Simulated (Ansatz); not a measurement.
# C2H5BCl2O: the cost of one run

Method: RKS PBE0/def2-SVP, in Ansatz 0.2.0.

**1. The structure to begin with**

Bond lengths: C1–B2 1.633 Å, B2–C3 1.590 Å, C3–O4 1.347 Å, C3–Cl5 1.817 Å, C3–Cl6 1.780 Å, C1–H7 1.125 Å, C1–H8 1.112 Å, C1–H9 1.057 Å, B2–H10 1.188 Å, O4–H11 0.970 Å. Angles (14 of 16 angles, heavy atoms first): C1–B2–C3 122.4°, B2–C3–O4 111.7°, B2–C3–Cl5 107.7°, B2–C3–Cl6 110.8°, O4–C3–Cl5 106.6°, O4–C3–Cl6 111.6°, Cl5–C3–Cl6 108.2°, C1–B2–H10 119.2°, C3–B2–H10 118.4°, B2–C1–H7 108.3°, B2–C1–H8 106.3°, B2–C1–H9 107.7°, C3–O4–H11 113.6°, H7–C1–H8 106.6°.

Coordinates:

```xyz
11

C     0.4320   -1.4377   -0.9264
B    -0.4407   -0.5631    0.1410
C    -0.1166    0.9603    0.4595
O    -0.8931    1.4377    1.4510
Cl    1.5980    1.0485    1.0532
Cl   -0.2482    1.9543   -1.0117
H     1.2123   -0.7663   -1.3800
H    -0.2655   -1.7131   -1.7472
H     0.8439   -2.2609   -0.4073
H    -1.3273   -1.0878    0.7319
H    -0.7295    2.3712    1.6566
```

**2. End point A**

input.yaml

```yaml
crystal:
  periodic: [false, false, false]
  atoms:
    - { symbol: C, position_ang: [0.432, -1.4377, -0.9264] }
    - { symbol: B, position_ang: [-0.4407, -0.5631, 0.141] }
    - { symbol: C, position_ang: [-0.1166, 0.9603, 0.4595] }
    - { symbol: O, position_ang: [-0.8931, 1.4377, 1.451] }
    - { symbol: Cl, position_ang: [1.598, 1.0485, 1.0532] }
    - { symbol: Cl, position_ang: [-0.2482, 1.9543, -1.0117] }
    - { symbol: H, position_ang: [1.2123, -0.7663, -1.38] }
    - { symbol: H, position_ang: [-0.2655, -1.7131, -1.7472] }
    - { symbol: H, position_ang: [0.8439, -2.2609, -0.4073] }
    - { symbol: H, position_ang: [-1.3273, -1.0878, 0.7319] }
    - { symbol: H, position_ang: [-0.7295, 2.3712, 1.6566] }
basis:
  gaussian: { orbitals: def2-SVP }
hamiltonian:
  xc: pbe0
relax:
  f_tol: 0.02
  max_steps: 50
```

Run with:

```bash
> ansatz run input.yaml --threads 2 --pin off --max-ram 3072MiB --backend cpu --events-out ev --progress --plain --runs-dir out
```

Q: Estimate wall time and peak memory on 2 threads of Intel Xeon Platinum 8488C (Sapphire Rapids), shared host.

About 66 s, with a peak of 0.31 GiB.
